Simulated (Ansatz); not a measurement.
# CH₄SSe (SMILES CS[SeH]): single points off equilibrium

Aim: energy, forces and dipole at a structure displaced at random from a GFN2-xTB minimum, from CCSD(T) and from density functionals.

Program: Ansatz 0.2.0, Gaussian basis. Level of theory: single points in def2-TZVPP. These are calculated values, not measurements.

Cores are frozen in the correlated methods. Filled d shells of the heavier atoms are correlated.

## 1. Where the work starts

SMILES `CS[SeH]`, 7 atoms, charge 0, spin multiplicity 1.

Atoms are counted from 1 here; the program's logs count them from 0.

Bond lengths: C1–S2 1.831 Å, C1–H4 1.099 Å, C1–H5 1.073 Å, C1–H6 1.068 Å, S2–Se3 2.225 Å, Se3–H7 1.502 Å. Angles: S2–C1–H4 107.3°, S2–C1–H5 112.5°, S2–C1–H6 107.6°, H4–C1–H5 110.4°, H4–C1–H6 113.7°, H5–C1–H6 105.4°, C1–S2–Se3 102.4°, S2–Se3–H7 95.4°.

Coordinates:

```
C    -0.5838    0.7812   -0.3111
S    -0.5174   -0.4582    1.0347
Se    0.8314   -2.0120    0.1873
H    -0.8792    0.2522   -1.2277
H     0.3533    1.2833   -0.4537
H    -1.2713    1.5430   -0.0147
H     2.1025   -1.3729    0.6686
```

## 2. CCSD(T)/def2-TZVPP

run/in.yaml reads:

```yaml
crystal:
  periodic: [false, false, false]
  atoms:
    - {symbol: C, position_ang: [-0.583800, 0.781200, -0.311100]}
    - {symbol: S, position_ang: [-0.517400, -0.458200, 1.034700]}
    - {symbol: Se, position_ang: [0.831400, -2.012000, 0.187300]}
    - {symbol: H, position_ang: [-0.879200, 0.252200, -1.227700]}
    - {symbol: H, position_ang: [0.353300, 1.283300, -0.453700]}
    - {symbol: H, position_ang: [-1.271300, 1.543000, -0.014700]}
    - {symbol: H, position_ang: [2.102500, -1.372900, 0.668600]}
basis:
  gaussian: {orbitals: def2-TZVPP}
correlation: {method: ccsd_t}
output: {forces: true}
```

The command line of these runs was not kept.

## 3. PBE0-D4/def2-TZVPP

Changes to run/in.yaml since step 2:

```diff
@@ -12,3 +12,3 @@
   gaussian: {orbitals: def2-TZVPP}
-correlation: {method: ccsd_t}
-output: {forces: true}
+hamiltonian: {xc: pbe0, dispersion: d4}
+output: {forces: true, orbitals: {seedname: orbitals}}
```

## 4. wB97M-V/def2-TZVPP

Changes to run/in.yaml since step 3:

```diff
@@ -12,3 +12,3 @@
   gaussian: {orbitals: def2-TZVPP}
-hamiltonian: {xc: pbe0, dispersion: d4}
-output: {forces: true, orbitals: {seedname: orbitals}}
+hamiltonian: {xc: {name: wB97M-V}}
+output: {forces: true}
```

## 5. r2SCAN-D4/def2-TZVPP

Changes to run/in.yaml since step 4:

```diff
@@ -12,3 +12,3 @@
   gaussian: {orbitals: def2-TZVPP}
-hamiltonian: {xc: {name: wB97M-V}}
+hamiltonian: {xc: r2scan, dispersion: d4}
 output: {forces: true}
```

## 6. PBE-D4/def2-TZVPP

Changes to run/in.yaml since step 5:

```diff
@@ -12,3 +12,3 @@
   gaussian: {orbitals: def2-TZVPP}
-hamiltonian: {xc: r2scan, dispersion: d4}
+hamiltonian: {xc: pbe, dispersion: d4}
 output: {forces: true}
```

## 7. r2SCANh-D4/def2-TZVPP

Changes to run/in.yaml since step 6:

```diff
@@ -12,3 +12,3 @@
   gaussian: {orbitals: def2-TZVPP}
-hamiltonian: {xc: pbe, dispersion: d4}
+hamiltonian: {xc: {name: r2SCANh}, dispersion: d4}
 output: {forces: true}
```

## 8. LC-wPBE/def2-TZVPP

Changes to run/in.yaml since step 7:

```diff
@@ -12,3 +12,3 @@
   gaussian: {orbitals: def2-TZVPP}
-hamiltonian: {xc: {name: r2SCANh}, dispersion: d4}
+hamiltonian: {xc: {name: LC-wPBE}}
 output: {forces: true}
```

(Steps that only read results are left out.)

**Question.** What will these runs give? Wanted: energy less free atoms, CCSD(T)/def2-TZVPP; RMS force component; RMS force error; HOMO and LUMO, PBE0-D4; T1 diagnostic.

As calculated:

```
                                  quantity                                                                                              value
energy less free atoms, CCSD(T)/def2-TZVPP                                                                                     -2117.5 kJ/mol
                       RMS force component                                                               0.440 to 0.577 eV/Å over the methods
                           RMS force error  PBE0-D4 0.113, wB97M-V 0.077, r2SCAN-D4 0.061, PBE-D4 0.169, r2SCANh-D4 0.082, LC-wPBE 0.237 eV/Å
                    HOMO and LUMO, PBE0-D4                                                                                 -6.92 and -1.26 eV
                             T1 diagnostic                                                                                              0.010
```

Against CCSD(T) the functionals' energies less atoms differ by -115.1 to -19.0 kJ/mol, PBE-D4 by -115.1 kJ/mol. CCSD(T) in triple zeta still lacks some correlation energy of the bonds, so part of these gaps is its own basis error and they don't rank the functionals. The forces of r2SCAN-D4 come nearest to CCSD(T), those of LC-wPBE are farthest. Frozen-core CCSD(T) forces in triple zeta carry basis errors of their own, and this is one geometry, so small gaps rank nothing.
